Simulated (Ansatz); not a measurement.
# Co13Si7: the cost of one run

Program: Ansatz 0.2.0. Level of theory: DFT PBE, scalar-relativistic, plane waves, PAW. These are calculated values, not measurements.

### Step 1. The starting structure

The cell holds 20 atoms (Co13Si7): a = 6.500 Å, b = 6.204 Å, c = 6.360 Å, α = 92.92°, β = 85.17°, γ = 89.87°.

It is the last frame of an earlier stage of the same melt, run at 1820 K.

Structure file:

```cif
data_structure
_symmetry_space_group_name_H-M 'P 1'
_symmetry_Int_Tables_number 1
_cell_length_a 6.4996
_cell_length_b 6.2039
_cell_length_c 6.3598
_cell_angle_alpha 92.925
_cell_angle_beta 85.170
_cell_angle_gamma 89.871
_cell_volume 255.20
loop_
_atom_site_label
_atom_site_type_symbol
_atom_site_fract_x
_atom_site_fract_y
_atom_site_fract_z
_atom_site_occupancy
Co1 Co 0.60284 0.95677 0.24277 1
Co2 Co 0.27045 0.13123 0.09854 1
Co3 Co 0.56517 0.60466 0.47657 1
Co4 Co 0.50642 0.66992 0.95924 1
Co5 Co 0.59421 0.20870 0.91004 1
Co6 Co 0.18826 0.45266 0.01369 1
Co7 Co 0.90397 0.11003 0.10208 1
Co8 Co 0.86627 0.62970 0.16656 1
Co9 Co 0.09686 0.12985 0.74508 1
Co10 Co 0.84536 0.32687 0.56319 1
Co11 Co 0.22207 0.33465 0.42410 1
Co12 Co 0.80167 0.85734 0.75206 1
Co13 Co 0.26255 0.95306 0.40412 1
Si1 Si 0.14434 0.82623 0.01404 1
Si2 Si 0.96552 0.96384 0.41450 1
Si3 Si 0.97523 0.59730 0.49426 1
Si4 Si 0.86455 0.44076 0.88588 1
Si5 Si 0.39628 0.40695 0.69827 1
Si6 Si 0.44018 0.93288 0.68289 1
Si7 Si 0.58069 0.29579 0.29277 1
```

### Step 2. Dynamics at 1010 K

One k point, a Fermi-Dirac width of 0.087 eV and a fixed cell.

File input.yaml:

```yaml
crystal:
  lattice:
    - [6.493951, 0.010582, 0.271078]
    - [0.010582, 6.201858, -0.160602]
    - [0.271078, -0.160602, 6.352022]
  atoms:
    - { symbol: Co, position: [0.602835129, 0.956768859, 0.2427707304] }
    - { symbol: Co, position: [0.2704533901, 0.1312266254, 0.0985398602] }
    - { symbol: Co, position: [0.5651659165, 0.6046605428, 0.4765745393] }
    - { symbol: Co, position: [0.5064167076, 0.6699181324, 0.9592434329] }
    - { symbol: Co, position: [0.5942051428, 0.2087035157, 0.9100420489] }
    - { symbol: Co, position: [0.1882577304, 0.4526574626, 0.0136866707] }
    - { symbol: Co, position: [0.9039679302, 0.1100269659, 0.1020776029] }
    - { symbol: Co, position: [0.8662695979, 0.6296973597, 0.1665550792] }
    - { symbol: Co, position: [0.0968581225, 0.1298544597, 0.7450794609] }
    - { symbol: Co, position: [0.8453642911, 0.3268700921, 0.5631917993] }
    - { symbol: Co, position: [0.2220734297, 0.3346511539, 0.424097737] }
    - { symbol: Co, position: [0.8016708663, 0.8573391159, 0.7520648279] }
    - { symbol: Co, position: [0.2625525062, 0.9530622935, 0.4041224106] }
    - { symbol: Si, position: [0.1443434989, 0.8262304581, 0.0140385266] }
    - { symbol: Si, position: [0.9655234486, 0.9638392068, 0.4145026628] }
    - { symbol: Si, position: [0.9752332259, 0.5973006012, 0.4942599404] }
    - { symbol: Si, position: [0.8645490305, 0.440760954, 0.8858821084] }
    - { symbol: Si, position: [0.3962791855, 0.4069518165, 0.6982654873] }
    - { symbol: Si, position: [0.4401774308, 0.932881458, 0.6828943997] }
    - { symbol: Si, position: [0.5806851507, 0.2957904544, 0.29276757] }
  symmetry: { detect: false }
basis:
  ecutwfc: 420
  xc_grid: 1
kpoints:
  mp_grid: { grid: [1, 1, 1], shift: [0.25, 0.25, 0.25] }
hamiltonian:
  xc: pbe
scf:
  occupations: { method: fermi_dirac, width: 0.087 }
  lower_state_search: "off"
  convergence: { dr2_threshold: 1.0e-05 }
output:
  forces: true
  stress: true
md:
  timestep: 3.0
  n_steps: 100
  ensemble: nvt_langevin
  friction: 0.015
  temperature: 1010.0
  initial_velocities: maxwell_boltzmann
  seed: 98111
```

Run with:

```sh
$ ansatz run input.yaml --threads 2 --pin off --max-ram 5120MiB --backend cpu --events-out ev --progress --plain --runs-dir out
```

Q: Estimate wall time and peak memory on 2 threads of Intel Xeon at 2.50GHz (Skylake/Cascade Lake), shared host.

About 7.4 min, with a peak of 0.56 GiB.
